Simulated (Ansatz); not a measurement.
Working through a rigid torsion scan of H₆SSiSn, SMILES [SiH3][SnH2][SH]

With Ansatz 0.2.0, Python API.

At the Python prompt:
```pycon
>>> import ansatz as az
>>> from ase import Atoms
>>> atoms = Atoms(["Si", "Sn", "S", "H", "H", "H", "H", "H", "H"], positions=[
...     [-1.0017, 0.9426, -0.9191],
...     [0.6917, -0.5116, 0.0851],
...     [0.1381, -0.8811, 2.3997],
...     [-2.2943, 0.3564, -0.8226],
...     [-0.7312, 1.2097, -2.366],
...     [-1.068, 2.2884, -0.2177],
...     [2.2924, 0.2567, -0.0392],
...     [0.755, -2.0236, -0.7676],
...     [1.3063, -1.6839, 2.6305],
... ])
>>> # start the scan from a relaxed geometry
>>> first = (
...     az.Crystal.molecule_from_ase(atoms).calculation()
...     .basis(gaussian="def2-SVP")
...     .functional("pbe", dispersion="d3bj")
...     .relax(force_tolerance=0.02, max_steps=80)
... )
>>> atoms.positions = first.run().report["positions_ang"]
>>> start = atoms.get_dihedral(2, 1, 0, 3)
>>> energies = {}
>>> for turn in range(0, 121, 15):
...     turned = atoms.copy()
...     turned.set_dihedral(2, 1, 0, 3, start + turn, indices=[0, 3, 4, 5])
...     calc = (
...         az.Crystal.molecule_from_ase(turned).calculation()
...         .basis(gaussian="def2-SVP")  # atom-centred Gaussian functions
...         .functional("pbe", dispersion="d3bj")
...     )
...     energies[round((start + turn) % 360)] = calc.run().report["free_energy_ev"]
...
>>> floor = min(energies.values())
>>> print("dihedral S2-Sn1-Si0-H3 (deg)   E - E(min) (eV)")
dihedral S2-Sn1-Si0-H3 (deg)   E - E(min) (eV)
>>> for angle, e in sorted(energies.items()):
...     print(f"{angle:8d} {(e - floor):14.3f}  " + "#" * int(30 * (e - floor) / max(max(energies.values()) - floor, 1e-9)))
...
       0          0.018  ##############################
      15          0.015  #########################
      30          0.009  ##############
      45          0.003  ####
      60          0.000
     300          0.000
     315          0.003  ####
     330          0.009  ##############
     345          0.015  #########################
```

Reading the output:
- The scan is rigid and the energies are electronic, in a modest basis. With rigid groups the curve can differ much from the relaxed path, the start wasn't checked as a minimum of this torsion, and equivalent turns needn't return to the same energy.
- def2 sets replace the cores of elements past krypton by effective core potentials.
- Run time: 44 s on 1 thread of Arm Neoverse V1, on a shared host, peak memory 0.21 GiB.
